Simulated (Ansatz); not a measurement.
# C2H7FO2Si: the cost of one run

All numbers below are computed with Ansatz 0.2.0 (RKS PBE/STO-3G).

## (1) The system as given

Bond lengths: O1–C2 1.430 Å, C2–O3 1.426 Å, O3–C4 1.492 Å, C4–F5 1.375 Å, C4–Si6 1.906 Å, O1–H7 0.995 Å, C2–H8 1.094 Å, C2–H9 1.113 Å, C4–H10 1.042 Å, Si6–H11 1.510 Å, Si6–H12 1.489 Å, Si6–H13 1.542 Å. Angles (14 of 20 angles, heavy atoms first): O1–C2–O3 110.0°, C2–O3–C4 108.3°, O3–C4–F5 103.9°, O3–C4–Si6 112.4°, F5–C4–Si6 107.4°, O1–C2–H8 111.3°, O1–C2–H9 105.0°, O3–C2–H8 110.4°, O3–C2–H9 110.3°, C2–O1–H7 100.3°, O3–C4–H10 110.0°, F5–C4–H10 113.3°, Si6–C4–H10 109.8°, C4–Si6–H11 110.6°.

Structure file:

```xyz
13

O    -0.3066   -2.9175    0.6054
C     0.2607   -1.8032   -0.0887
O    -0.3792   -0.5965    0.3207
C     0.4551    0.5545   -0.1321
F     0.5220    0.3968   -1.4968
Si   -0.3807    2.2338    0.2063
H    -1.2432   -2.8765    0.2719
H     0.1821   -1.9277   -1.1730
H     1.3325   -1.7928    0.2111
H     1.3876    0.5239    0.3328
H    -0.5155    2.4699    1.6919
H     0.4908    3.3194   -0.3223
H    -1.7850    2.3812   -0.4123
```

## (2) Relaxing end A

The input, input.yaml:

```yaml
crystal:
  periodic: [false, false, false]
  atoms:
    - { symbol: O, position_ang: [-0.3066, -2.9175, 0.6054] }
    - { symbol: C, position_ang: [0.2607, -1.8032, -0.0887] }
    - { symbol: O, position_ang: [-0.3792, -0.5965, 0.3207] }
    - { symbol: C, position_ang: [0.4551, 0.5545, -0.1321] }
    - { symbol: F, position_ang: [0.522, 0.3968, -1.4968] }
    - { symbol: Si, position_ang: [-0.3807, 2.2338, 0.2063] }
    - { symbol: H, position_ang: [-1.2432, -2.8765, 0.2719] }
    - { symbol: H, position_ang: [0.1821, -1.9277, -1.173] }
    - { symbol: H, position_ang: [1.3325, -1.7928, 0.2111] }
    - { symbol: H, position_ang: [1.3876, 0.5239, 0.3328] }
    - { symbol: H, position_ang: [-0.5155, 2.4699, 1.6919] }
    - { symbol: H, position_ang: [0.4908, 3.3194, -0.3223] }
    - { symbol: H, position_ang: [-1.785, 2.3812, -0.4123] }
basis:
  gaussian: { orbitals: STO-3G }
hamiltonian:
  xc: pbe
relax:
  f_tol: 0.02
  max_steps: 50
output:
  orbitals: {}
```

Command:

```bash
$ ansatz run input.yaml --threads 1 --pin off --max-ram 2048MiB --backend cpu --events-out ev --progress --plain --runs-dir out
```

Q: Estimate wall time and peak memory on 1 thread of Arm Neoverse N1, shared host.

About 76 s, with a peak of 0.16 GiB.
